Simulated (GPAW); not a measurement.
Here is a GPAW 26.7.0 calculation.

The input run.py:

```python
import numpy as np
from ase import Atoms
from ase.dft.bandgap import bandgap
from ase.io import write
from gpaw import GPAW, PW
from gpaw.response.df import DielectricFunction

atoms = Atoms(['Sn', 'Se', 'Se'],
              cell=[[3.811, 0.0, 0.0],
                    [-1.9055, 3.3004228138, 0.0],
                    [0.0, 0.0, 6.136]],
              scaled_positions=[[0.0, 0.0, 0.0],
                                [0.6666666667, 0.3333333333, 0.751],
                                [0.3333333333, 0.6666666667, 0.249]],
              pbc=True)

calc = GPAW(mode=PW(450),
            xc='LDA',
            kpts={'size': (7, 7, 4), 'gamma': True},
            occupations={'name': 'fermi-dirac', 'width': 0.001},
            nbands=24,
            convergence={'density': 1e-06},
            maxiter=150,
            txt='gpaw.txt')
atoms.calc = calc
energy = atoms.get_potential_energy()
calc.write('gs.gpw')
write('result.traj', atoms)
print(f'Energy: {energy:.6f} eV')
print('Fermi level:', round(calc.get_fermi_level(), 4), 'eV')
print(f'Gap: {bandgap(calc)[0]:.4f} eV, direct: {bandgap(calc, direct=True)[0]:.4f} eV')

for size in [(11, 11, 6), (16, 16, 9)]:
    name = 'x'.join(str(n) for n in size)
    dense = calc.fixed_density(kpts={'size': size, 'gamma': True},
                               nbands=49, convergence={'bands': 43, 'eigenstates': 1e-7},
                               update_fermi_level=True, txt=f'dense-{name}.txt')
    dense.write(f'{name}.gpw', mode='all')
    df = DielectricFunction(f'{name}.gpw', frequencies=np.array([0.0]), hilbert=False, eta=0.001,
                            ecut=80, nbands=43, intraband=False, txt=f'df-{name}.txt')
    for xc in ['RPA', 'LR0.3', 'LR0.2']:
        for direction in ['x', 'y', 'z', [0, 1, 1], [1, 0, 1], [1, 1, 0]]:
            e0, e = df.get_macroscopic_dielectric_constant(xc=xc, direction=direction)
            print(f'{name} {xc} {direction}: {e0:.4f} without, {e:.4f} with local fields')
```

Potentials or basis: the program's PAW data sets (release 1.2.1) made for this functional, pw.

The run is started by

```bash
$ OMP_NUM_THREADS=1 python run.py
```

Question: What does it give for the electronic dielectric tensor (diagonal)?

Answer: 11.27, 11.27, 9.34.

Question: Predict the band gap on the k mesh.

Answer: 0.68 eV, indirect (least direct gap 0.88 eV).

Electronic dielectric tensor:
```
11.27  0.00  0.00
 0.00 11.27  0.00
 0.00  0.00  9.34
```

Caveat: the gap is small at this level, which inflates the dielectric constant; the long-wavelength limit can be off by a per cent or two; spin-orbit coupling is left out, which moves the levels of the heavy elements; an odd mesh through Γ misses points on the zone boundary, where band edges often lie.
